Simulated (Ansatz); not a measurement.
# C₂H₆AlNO: a ladder of functionals and wavefunction methods

Aim: compute C₂H₆AlNO with functionals from several rungs and with coupled cluster, and see how far each lands from CCSD(T) at the basis-set limit for the atomisation energy.

Method: functionals in def2-TZVPP, the program's frozen cores in correlated methods; program: Ansatz 0.2.0, Gaussian basis.

The runs, in order: PBE-D4, r2SCAN-D4, PBE0-D4, B3LYP-D4, ωB97X-V, ωB97M-V, B2PLYP; CCSD(T)/def2-TZVPP; MP2/def2-QZVPP; extrapolation to the limit.

**1. Structure used throughout**

The geometry comes from an earlier relaxation with PBE0-D4 in a triple-zeta def2 set; it is a stationary point, not always the lowest conformer.

SMILES `C[O][Al]1[CH2][NH]1`, 11 atoms, charge 0, spin multiplicity 1.

Atoms are counted from 1 here; the program's logs count them from 0.

Bond lengths: C1–O2 1.397 Å, C1–H6 1.094 Å, C1–H7 1.095 Å, C1–H8 1.094 Å, O2–Al3 1.663 Å, Al3–C4 1.900 Å, Al3–N5 1.716 Å, C4–N5 1.525 Å, C4–H9 1.093 Å, C4–H10 1.093 Å, N5–H11 1.004 Å. Angles: O2–C1–H6 110.0°, O2–C1–H7 112.3°, O2–C1–H8 109.8°, H6–C1–H7 108.2°, H6–C1–H8 108.1°, H7–C1–H8 108.2°, C1–O2–Al3 143.1°, O2–Al3–C4 161.3°, O2–Al3–N5 149.1°, C4–Al3–N5 49.6°, Al3–C4–N5 58.9°, Al3–C4–H9 123.1°, Al3–C4–H10 123.1°, N5–C4–H9 115.1°, N5–C4–H10 115.0°, H9–C4–H10 110.4°, Al3–N5–C4 71.5°, Al3–N5–H11 168.4° and more.

Geometry (Å):

```xyz
11
C2H6AlNO
C    -0.69093    2.21663    0.90441
O     0.24072    1.27463    0.46117
Al    0.38806   -0.27105   -0.13489
C     1.15209   -1.87327   -0.81243
N    -0.35427   -1.74227   -0.61429
H    -0.67892    3.09211    0.24800
H    -1.71043    1.81655    0.92358
H    -0.43341    2.54633    1.91541
H     1.63937   -2.61769   -0.17763
H     1.47390   -1.98919   -1.85049
H    -0.96097   -2.50968   -0.84224
```

**2. PBE-D4 (GGA)**

in.yaml reads:

```yaml
crystal:
  periodic: [false, false, false]
  atoms:
    - {symbol: C, position_ang: [-0.690934, 2.216634, 0.904415]}
    - {symbol: O, position_ang: [0.240716, 1.274635, 0.461174]}
    - {symbol: Al, position_ang: [0.388061, -0.271048, -0.134893]}
    - {symbol: C, position_ang: [1.152088, -1.873272, -0.812434]}
    - {symbol: N, position_ang: [-0.354273, -1.742271, -0.614292]}
    - {symbol: H, position_ang: [-0.678923, 3.092107, 0.248000]}
    - {symbol: H, position_ang: [-1.710429, 1.816549, 0.923575]}
    - {symbol: H, position_ang: [-0.433412, 2.546331, 1.915414]}
    - {symbol: H, position_ang: [1.639371, -2.617691, -0.177630]}
    - {symbol: H, position_ang: [1.473904, -1.989193, -1.850489]}
    - {symbol: H, position_ang: [-0.960970, -2.509680, -0.842241]}
basis:
  gaussian: {orbitals: def2-TZVPP}
hamiltonian: {xc: pbe, dispersion: d4}
output: {forces: true, orbitals: {seedname: orbitals}}
```

The run is started by

```console
$ ansatz run in.yaml --threads 4 --pin off --events-out ev --progress --plain --max-ram 10444MiB
```

Further steps of the session: r2SCAN-D4 (meta-GGA); PBE0-D4 (hybrid); B3LYP-D4 (hybrid); ωB97X-V (range-separated); ωB97M-V (range-separated); B2PLYP (double hybrid); CCSD(T) in def2-TZVPP; MP2 in def2-QZVPP.

**Question.** What will the summary of the whole plan be? Wanted: atomisation energy, CCSD(T)/CBS; farthest; mean size of error, hybrid; mean size of error, range-separated; gap, smallest and largest; T1 diagnostic; triples share of the correlation energy.

The runs gave:

```
                               quantity                                           value
        atomisation energy, CCSD(T)/CBS                                       41.915 eV
    functionals within 0.210 eV (0.5 %)  r2SCAN-D4, PBE0-D4, B3LYP-D4, ωB97X-V, ωB97M-V
                               farthest                              PBE-D4 (+0.938 eV)
             mean size of error, hybrid                                        0.031 eV
    mean size of error, range-separated                                        0.110 eV
              gap, smallest and largest             3.42 eV (PBE-D4), 9.97 eV (ωB97X-V)
                          T1 diagnostic                                          0.0126
triples share of the correlation energy                                           3.9 %
```

What this shows: PBE-D4 misses by +0.938 eV. Double hybrids carry the basis error of their MP2 part in triple zeta, and no dispersion term here, so their miss is partly the set-up's. The reference freezes the cores and leaves out relativity and excitations past (T), so misses under about 0.210 eV can't be ranked. Hartree-Fock recovers 69 % of the binding; the rest is correlation. The gap grows from 3.4 to 10.0 eV across the functionals, mostly with the share of exact exchange.
